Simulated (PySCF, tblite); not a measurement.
# C₃H₁₃N₂Si₂ radical: geometry, infrared bands and EPR parameters

What infrared bands and EPR parameters should C₃H₁₃N₂Si₂ radical (`CN[SiH2]CC[SiH]N`) show?

The runs use tblite 0.8.0 and PySCF 2.14.0, with density-fitted response routines of our own; the level of theory stands in each step. All values are computed, except where a source is named. Atoms are numbered from 0 throughout.

## (1) The starting structure

20 atoms, charge 0, multiplicity 2; geometry from: force field or distance geometry start.

Bonds of the start (Å): C0–N1 1.46, N1–Si2 1.81, Si2–C3 1.84, C3–C4 1.48, C4–Si5 1.85, Si5–N6 1.81, C0–H7 1.11, C0–H8 1.12, C0–H9 1.11, N1–H10 1.06, Si2–H11 1.46, Si2–H12 1.49, C3–H13 1.12, C3–H14 1.13, C4–H15 1.13, C4–H16 1.12, Si5–H17 1.44, N6–H18 1.04, N6–H19 1.05.

## (2) Geometry optimisation with GFN2-xTB

What the job is given:

```
{"job": {"kind": "relax", "xc": "GFN2-xTB", "basis": "xTB"}, "charge": 0, "multiplicity": 2}
C     -2.971100     0.972400    -0.464100
N     -1.806800     0.227400    -0.926300
Si    -1.134500    -0.624100     0.523500
C      0.475000    -1.456100     0.203200
C      1.385100    -0.754100    -0.728600
Si     1.886500     0.952800    -0.233900
N      3.658300     1.067300     0.111700
H     -2.924900     2.017100    -0.834000
H     -2.964600     0.943100     0.653700
H     -3.913900     0.471100    -0.774200
H     -2.234500    -0.555100    -1.500900
H     -0.998100     0.368300     1.579900
H     -2.137300    -1.635300     0.968500
H      0.234600    -2.440900    -0.284200
H      1.007900    -1.712600     1.162900
H      2.315500    -1.384700    -0.784700
H      0.989500    -0.708800    -1.772200
H      1.067500     1.566700     0.782000
H      3.928100     2.070600     0.215100
H      4.132500     0.625700    -0.719900
```

Started as:

```
$ OMP_NUM_THREADS=1 python probes_run.py task.json out
```

One launch serves the whole session: the jobs run in the order shown.

**Question.** This job is followed by: GFN2-xTB harmonic vibrations, gas phase; UKS B3LYP, pcH-1 on C H N Si, non-relativistic, mean-field spin-orbit, GIAO. What will the session give for the following? strongest single infrared mode (GFN2-xTB); zero-point energy (GFN2-xTB); g(iso) (B3LYP); ⟨S²⟩; largest a(iso) (averaged by class); potential on the surface of density 0.002 e/bohr³, 1st and 99th percentile.

As calculated:

```
                                                                  quantity                    value
                                 strongest single infrared mode (GFN2-xTB)    2090 cm⁻¹, 505 km/mol
                                              zero-point energy (GFN2-xTB)            99.1 kcal/mol
                                                            g(iso) (B3LYP)                  2.00265
                                                                      ⟨S²⟩       0.752 (exact 0.75)
                                        largest a(iso) (averaged by class)  29Si on Si5, -515.2 MHz
potential on the surface of density 0.002 e/bohr³, 1st and 99th percentile       -1.23 V and 1.52 V
```

**Reading.** The optimisation took 198 steps and gained 1.161 eV; among the close pairs (by a distance rule), N1–Si2 changed most, from 1.811 to 1.718 Å. No mode is imaginary among the 54: a minimum at this level. The strongest single mode, at 2090 cm⁻¹, moves mainly H12. Unscaled tight-binding wavenumbers are off by several per cent, some by more. Its intensities can rank the bands wrongly. Most of the unpaired spin sits on Si5 (0.75 e). The isotropic g lies 0.3 ppt above the free-electron value.
